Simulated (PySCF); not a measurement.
# SnBr: bond curves at several levels of theory

The task here is to estimate one member of a computed series from the others.

The runs use PySCF 2.14.0; Sn def2-TZVPP with ECP28, Br def2-TZVPP, scalar-relativistic core potentials.

Set-up of the first run:

The job is set up so:

* atoms: Sn, Br
* charge: 0
* basis: Sn def2-TZVPP with ECP28, Br def2-TZVPP
* Hamiltonian: scalar-relativistic core potentials
* basis functions: 98
* electrons treated: 57
* masses in u: 119.9022, 78.9183
* levels: PBE0, PBE, r²SCAN, BHandHLYP, r²SCAN0, M06-2X, BLYP, LC-ωPBE, HF, MP2, SCS-MP2, CCSD, CCSD(T)
* grid: 80 radial by 434 angular points
* occupations: held fixed by the projection of orbital angular momentum
* dissociation limit: Sn + Br, each in its ground configuration
* starting distance in angstrom: 2.465
* values of 2S to try: 1, 3

Started as:

```console
> OMP_NUM_THREADS=2 python dia.py task.json out
```

Among the steps run: The job; First curve: PBE0; Other states along the same grid; PBE; r²SCAN; BHandHLYP (global hybrid GGA); r²SCAN0 (hybrid meta-GGA); M06-2X; BLYP (GGA); LC-ωPBE; UHF; MP2 and coupled cluster.

One table of the session follows, with a row left open; its other results are not shown here.

It belongs to the step «The curves together». Energy (eV) from each level's lowest point:

```
R (Å)    UHF  UHF-MP2  UHF-SCS-MP2  UHF-CCSD  UHF-CCSD(T)
2.171  1.159    0.963        1.027       n/a          n/a
2.272  0.526    0.399        0.442     0.439        0.443
2.373  0.177    0.107        0.131     0.129        0.131
2.449      ?        ?            ?         ?            ?
2.525  0.000    0.000        0.000     0.000        0.000
2.601  0.014    0.044        0.033     0.035        0.033
2.702  0.102    0.166        0.142     0.146        0.144
2.828  0.285    0.385        0.347     0.354        0.349
2.979  0.564    0.700        0.647     0.657        0.650
3.182  0.976    1.151        1.083       n/a          n/a
```

Q: Estimate the row for R (Å) = 2.449 from the others.

Worked estimate for «UHF». A straight line through the neighbours (2.373, 0.177) and (2.525, 0.000) gives 0.177 + (0.000 − 0.177) × (2.449 − 2.373) / (2.525 − 2.373) = 0.089; a parabola fitted to 4 rows on both sides gives 0.042.

The run gave: UHF: 0.047; UHF-MP2: 0.014; UHF-SCS-MP2: 0.026; UHF-CCSD: 0.025; UHF-CCSD(T): 0.026. In «UHF» the line misses by +0.042 and the parabola by -0.005.
